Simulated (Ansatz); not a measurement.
# CH3CdClO: a ladder of functionals and wavefunction methods

The task here is to estimate one member of a computed series from the others.

Program: Ansatz 0.2.0, Gaussian basis. Level of theory: functionals in def2-TZVPP, the program's frozen cores in correlated methods. These are calculated values, not measurements.

Plan: LDA (SPW92), PBE-D4, revPBE-D4, BLYP-D4, r2SCAN-D4, B97M-V, PBE0-D4, B3LYP-D4, r2SCANh-D4, r2SCAN0-D4, HSE06-D4, BHLYP-D4, CAM-B3LYP-D4, LC-ωPBE, ωB97X-V, ωB97M-V, B2PLYP, PBE-QIDH; CCSD(T)/def2-SVP; CCSD(T)/def2-TZVPP; CCSD(T)/def2-QZVPP; extrapolation to the limit; RPA on PBE.

## The geometry

The geometry comes from an earlier relaxation with PBE0-D4 in a triple-zeta def2 set; it is a stationary point, not always the lowest conformer. Cd takes the def2 core potential; no spin-orbit term is included.

SMILES `C[O][Cd][Cl]`, 7 atoms, charge 0, spin multiplicity 1.

Atoms are counted from 1 here; the program's logs count them from 0.

Bond lengths: C1–O2 1.402 Å, C1–H5 1.099 Å, C1–H6 1.099 Å, C1–H7 1.096 Å, O2–Cd3 1.962 Å, Cd3–Cl4 2.264 Å. Angles: O2–C1–H5 113.2°, O2–C1–H6 113.2°, O2–C1–H7 107.9°, H5–C1–H6 107.7°, H5–C1–H7 107.2°, H6–C1–H7 107.2°, C1–O2–Cd3 122.5°, O2–Cd3–Cl4 175.8°.

Coordinates:

```xyz
7
CH3CdClO
C     0.76366    0.87159    0.17044
O     0.08735   -0.15298    0.84666
Cd   -1.15190   -1.37515   -0.05874
Cl   -2.60627   -2.86019   -0.95646
H     1.42972    0.50206   -0.62195
H     0.08852    1.61354   -0.27877
H     1.38895    1.40113    0.89883
```

The first run:

The input, in.yaml:

```yaml
crystal:
  periodic: [false, false, false]
  atoms:
    - {symbol: C, position_ang: [0.763657, 0.871593, 0.170443]}
    - {symbol: O, position_ang: [0.087351, -0.152983, 0.846663]}
    - {symbol: Cd, position_ang: [-1.151902, -1.375146, -0.058742]}
    - {symbol: Cl, position_ang: [-2.606267, -2.860187, -0.956463]}
    - {symbol: H, position_ang: [1.429715, 0.502057, -0.621951]}
    - {symbol: H, position_ang: [0.088522, 1.613538, -0.278774]}
    - {symbol: H, position_ang: [1.388945, 1.401127, 0.898834]}
basis:
  gaussian: {orbitals: def2-TZVPP}
hamiltonian: {xc: lda}
output: {orbitals: {seedname: orbitals}}
```

Run with:

```bash
$ ansatz run in.yaml --threads 2 --pin off --events-out ev --progress --plain --max-ram 32768MiB --backend cpu
```

Among the steps run: LDA; PBE-D4 (GGA); revPBE-D4 (GGA); BLYP-D4 (GGA); r2SCAN-D4 (meta-GGA); B97M-V (meta-GGA); PBE0-D4 (hybrid); B3LYP-D4 (hybrid); r2SCANh-D4 (hybrid); r2SCAN0-D4 (hybrid); HSE06-D4 (hybrid); BHLYP-D4 (hybrid); CAM-B3LYP-D4 (range-separated); LC-ωPBE (range-separated); ωB97X-V (range-separated); ωB97M-V (range-separated); B2PLYP (double hybrid); PBE-QIDH (double hybrid).

One of the session's tables, all rows but one given; the rest of the session is left out.

It belongs to the step «Orbital energies across the functionals». 

```
  functional  HOMO (eV)  LUMO (eV)  gap (eV)
 LDA (SPW92)      -6.21      -2.98      3.23
      PBE-D4      -6.01      -2.69      3.32
   revPBE-D4      -5.94      -2.57      3.37
     BLYP-D4      -5.94      -2.66      3.28
   r2SCAN-D4      -6.30      -2.46      3.84
      B97M-V      -6.40      -2.59      3.82
     PBE0-D4      -7.50      -1.80      5.70
    B3LYP-D4          ?          ?         ?
  r2SCANh-D4      -6.86      -2.14      4.73
  r2SCAN0-D4      -7.71      -1.66      6.05
    HSE06-D4      -7.10      -2.17      4.93
    BHLYP-D4      -8.97      -1.01      7.95
CAM-B3LYP-D4      -8.96      -0.90      8.06
     LC-ωPBE     -10.25       0.42     10.66
     ωB97X-V      -9.94       0.21     10.15
     ωB97M-V      -9.88      -0.03      9.85
```

**Question.** Estimate the row for B3LYP-D4.

Worked estimate for «HOMO (eV)». Against the share of exact exchange, BLYP-D4 (0, -5.94), BHLYP-D4 (0.5, -8.97) give a slope of -6.06 per unit share; at 0.2 the line stands at -7.15.

The run gave: HOMO (eV): -7.29; LUMO (eV): -2.13; gap (eV): 5.16. In «HOMO (eV)» the line misses by +0.14.
